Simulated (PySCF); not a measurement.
# H6In2S2 ((H2In-mu-SH)2): the cost of one run

Computed with PySCF 2.14.0 and routines of our own; the level stands in each step. Atoms count from 0.

### 1 The system as given

10 atoms, charge 0, multiplicity 1; geometry from: GFN2-xTB.

### 2 Relaxing the molecule at PBE0-D3(BJ)/def2-SVP

What the job is given:

```
{"job": {"xc": "PBE0", "basis": "def2-SVP", "d3": "d3bj", "grid": 1, "maxiter": 30, "shake": 0.03, "kind": "geom"}, "charge": 0, "multiplicity": 1}
In     1.505820    -0.369450     1.070150
H      2.700570     0.764260     1.334830
H      1.168330    -1.862110     1.661940
S      1.139460    -0.489290    -1.497720
In    -1.174200     0.784030    -1.165210
H     -2.423030    -0.311590    -1.377570
H     -0.994070     2.344310    -1.794030
S     -0.757720     0.946640     1.407850
H      0.424130    -1.659380    -1.291680
H     -1.464640    -0.224170     1.655850
```

Started as:

```
$ OMP_NUM_THREADS=1 python heavy_run.py task.json out
```

One launch serves the whole session: the jobs run in the order shown.

Q: Estimate the wall time and peak memory of this first job on 1 thread of Arm Neoverse V1, shared host.

About 1.7 min, with a peak of 0.44 GiB.
